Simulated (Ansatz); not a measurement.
# C₆H₄Sn: small, medium and large basis sets

The task here is to estimate one member of a computed series from the others.

Computed with Ansatz 0.2.0, Gaussian basis. Level: one geometry, several basis sets.

Plan: PBE0-D4/def2-SVP; ωB97M-V/def2-SVP; PBE0-D4/def2-QZVPP; ωB97M-V/def2-QZVPP; the functionals' def2-TZVPP values are taken from earlier runs.

### Structure used throughout

An earlier PBE0-D4 in a triple-zeta def2 set relaxation fixed the geometry. Sn takes the def2 core potential; no spin-orbit term is included.

SMILES `C#[C][SnH]([C]#C)[C]#C`, 11 atoms, charge 0, spin multiplicity 1.

Atoms are counted from 1 here; the program's logs count them from 0.

Bond lengths: C1–C2 1.205 Å, C1–H8 1.066 Å, C2–Sn3 2.071 Å, Sn3–C4 2.071 Å, Sn3–C6 2.071 Å, Sn3–H9 1.694 Å, C4–C5 1.205 Å, C5–H10 1.066 Å, C6–C7 1.205 Å, C7–H11 1.066 Å. Angles: C2–C1–H8 179.6°, C1–C2–Sn3 178.8°, C2–Sn3–C4 108.4°, C2–Sn3–C6 108.4°, C2–Sn3–H9 110.5°, C4–Sn3–C6 108.4°, C4–Sn3–H9 110.5°, C6–Sn3–H9 110.5°, Sn3–C4–C5 178.9°, C4–C5–H10 179.6°, Sn3–C6–C7 178.9°, C6–C7–H11 179.6°.

Set-up of the first run:

Input file in.yaml:

```yaml
crystal:
  periodic: [false, false, false]
  atoms:
    - {symbol: C, position_ang: [0.228851, -2.827552, 1.263271]}
    - {symbol: C, position_ang: [0.110056, -1.652624, 1.022043]}
    - {symbol: Sn, position_ang: [-0.097238, 0.374233, 0.648769]}
    - {symbol: C, position_ang: [1.608849, 1.038203, -0.320213]}
    - {symbol: C, position_ang: [2.604841, 1.440257, -0.867122]}
    - {symbol: C, position_ang: [-1.714294, 0.644067, -0.617253]}
    - {symbol: C, position_ang: [-2.664865, 0.815823, -1.338136]}
    - {symbol: H, position_ang: [0.334297, -3.868279, 1.469753]}
    - {symbol: H, position_ang: [-0.327481, 1.224002, 2.095866]}
    - {symbol: H, position_ang: [3.485178, 1.791192, -1.355707]}
    - {symbol: H, position_ang: [-3.502794, 0.963778, -1.980671]}
basis:
  gaussian: {orbitals: def2-SVP}
hamiltonian: {xc: pbe0, dispersion: d4}
output: {orbitals: {seedname: orbitals}}
```

On the command line:

```
$ ansatz run in.yaml --threads 4 --pin off --events-out ev --progress --plain --max-ram 11315MiB
```

Among the steps run: PBE0-D4 in def2-SVP; ωB97M-V in def2-SVP; PBE0-D4 in def2-QZVPP; ωB97M-V in def2-QZVPP.

One of the session's tables, all rows but one given; the rest of the session is left out.

It belongs to the step «Functionals by basis». 

| functional | basis | HOMO (eV) | LUMO (eV) |
| --- | --- | --- | --- |
| PBE0-D4 | def2-SVP | -8.20 | -0.26 |
| PBE0-D4 | def2-TZVPP | -8.28 | -0.43 |
| PBE0-D4 | def2-QZVPP | -8.29 | -0.49 |
| ωB97M-V | def2-SVP | -10.44 | 1.77 |
| ωB97M-V | def2-TZVPP | ? | ? |
| ωB97M-V | def2-QZVPP | -10.56 | 1.25 |

Estimate the missing values for ωB97M-V, def2-TZVPP.

As computed: HOMO (eV): -10.55; LUMO (eV): 1.46. In the column «HOMO (eV)» it lies between ωB97M-V, def2-QZVPP (-10.56) and ωB97M-V, def2-SVP (-10.44).
